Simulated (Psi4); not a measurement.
# BHOF2 (difluorohydroxyborane): PBE50/6-311+G(d,p) (density fitting)

Aim: a geometry optimisation of BHOF2 (difluorohydroxyborane). 

The results are computed with Psi4 1.11.

### 1 Starting point

BHOF2: 5 atoms, total charge 0, spin state singlet. As SMILES, `OB(F)F`. Geometry: a rough force-field guess. The run starts from this shape.

Bond lengths: O1–B2 1.404 Å, B2–F3 1.414 Å, B2–F4 1.410 Å, O1–H5 1.002 Å. Angles: O1–B2–F3 118.7°, O1–B2–F4 122.8°, F3–B2–F4 118.4°, B2–O1–H5 108.0°.

### 2 A geometry optimisation at PBE50/6-311+G(d,p) (density fitting)

bf2ho.dat reads:

```
memory 1600 MB

molecule m {
  0 1
  O     -0.457800     0.949600     0.177800
  B     -0.032000    -0.386400     0.103500
  F      0.950900    -0.837700     1.015000
  F     -0.504800    -1.285600    -0.874000
  H      0.093600     1.486500    -0.463600
}

set globals {
  scf_type     df
  geom_maxiter 40
}

result, w = opt("pbe50/6-311+G**", return_wfn=True)
print_variables()
```

Started as:

```sh
$ psi4 -i bf2ho.dat -o bf2ho.out -n 1
```

bf2ho.out:

```text
[...]
  Running in c1 symmetry.
[...]
  Nuclear repulsion =  106.486722213730474
[...]
  Multiplicity = 1
[...]
  Nalpha       = 16
  Nbeta        = 16
[...]
    Number of basis functions: 94
[...]
   @DF-RKS iter   1:  -300.13785442292794   -8.76473e-01   7.50509e-03 DIIS/ADIIS
[...]
   @DF-RKS iter   6:  -300.33783294668484   -4.43379e-12   7.51058e-09 DIIS
[...]
  @DF-RKS Final Energy:  -300.33783294668484
   => Energetics <=
    Nuclear Repulsion Energy =            113.6237933479372089
    One-Electron Energy =                -641.8789837679380526
    Two-Electron Energy =                 245.3719486693188117
    DFT Exchange-Correlation Energy =     -17.4545911960027595
    Empirical Dispersion Energy =           0.0000000000000000
    VV10 Nonlocal Energy =                  0.0000000000000000
    Total Energy =                       -300.3378329466847845
[...]
 Multipole Moments:
 ------------------------------------------------------------------------------------
     Multipole            Electronic (a.u.)      Nuclear  (a.u.)        Total (a.u.)
 ------------------------------------------------------------------------------------
 L = 1.  Multiply by 2.5417464519 to convert [e a0] to [Debye]
 Dipole X            :          0.2850913           -0.6226094           -0.3375181
 Dipole Y            :         -2.2665582            2.8039504            0.5373922
 Dipole Z            :          0.0801475           -0.6250112           -0.5448638
 Magnitude           :                                                    0.8364122
[...]
  -Total Gradient:
     Atom            X                  Y                   Z
    ------   -----------------  -----------------  -----------------
       1       -0.000006406917    -0.000103389460    -0.000044969476
       2       -0.000034570351     0.000031823560     0.000011126305
       3        0.000028745215    -0.000023822680     0.000021309640
       4        0.000060954381    -0.000040161639     0.000089719530
       5        0.000049396017    -0.000000639841     0.000085073219
[...]
    Final optimized geometry and variables:
    Molecular point group: c1
    Full point group: C1
    Geometry (in Angstrom), charge = 0, multiplicity = 1:
    O           -0.111535143505     1.365443830500     0.069437075944
    B            0.000504416369     0.039638571896     0.009501836428
    F            0.573336224769    -0.610528669671     0.989023466120
    F           -0.451078783475    -0.654902884927    -1.016641842625
    H           -0.540028594582     1.750927158934    -0.685182096342
  Variable Map:
  ----------------------------------------------------------------------------
  "CURRENT ENERGY"              =>    -300.337832946685
  "CURRENT REFERENCE ENERGY"    =>    -300.337832946685
  "DD SOLVATION ENERGY"         =>       0.000000000000
[...]
```

The script printed:

```text
Optimizer: Optimization complete!
```

Run time: 71 s. Hardware: 1 thread of AMD EPYC 7B13 (Zen 3), shared host; peak memory 0.53 GiB.

Step by step:

```
step  energy from the first frame kept (eV)  largest force (eV/Å)
   0                                 0.0000                3.9677
   1                                -0.5861                1.2964
   2                                -0.0831                3.3479
   3                                -0.5432                1.7990
   4                                -0.6619                0.4916
   5                                -0.7444                0.8248
   6                                 0.4375                6.2959
   7                                -0.2971                4.1970
   8                                -0.9093                1.1337
   9                                -0.9593                1.4819
  10                                -1.0018                0.4968
  11                                -1.0215                0.2874
  12                                -1.0228                0.1616
  13                                -1.0233                0.0166
  14                                -1.0233                0.0059
```

After the run. Bond lengths: O1–B2 1.332 Å, B2–F3 1.308 Å, B2–F4 1.319 Å, O1–H5 0.950 Å. Angles: O1–B2–F3 119.9°, O1–B2–F4 122.0°, F3–B2–F4 118.1°, B2–O1–H5 114.0°.

### 3 What came out

Level: PBE50/6-311+G** (density fitting).

```
               quantity          value
total energy at the end  -300.33783 Eh
          dipole moment         2.13 D
            HOMO energy      -12.73 eV
            LUMO energy        0.28 eV
          HOMO–LUMO gap       13.00 eV
```

In words: At the final geometry: Bond lengths: O1–B2 1.332 Å, B2–F3 1.308 Å, B2–F4 1.319 Å, O1–H5 0.950 Å. Angles: O1–B2–F3 119.9°, O1–B2–F4 122.0°, F3–B2–F4 118.1°, B2–O1–H5 114.0°. The optimisation took 15 steps and changed the energy by -1.023 eV.
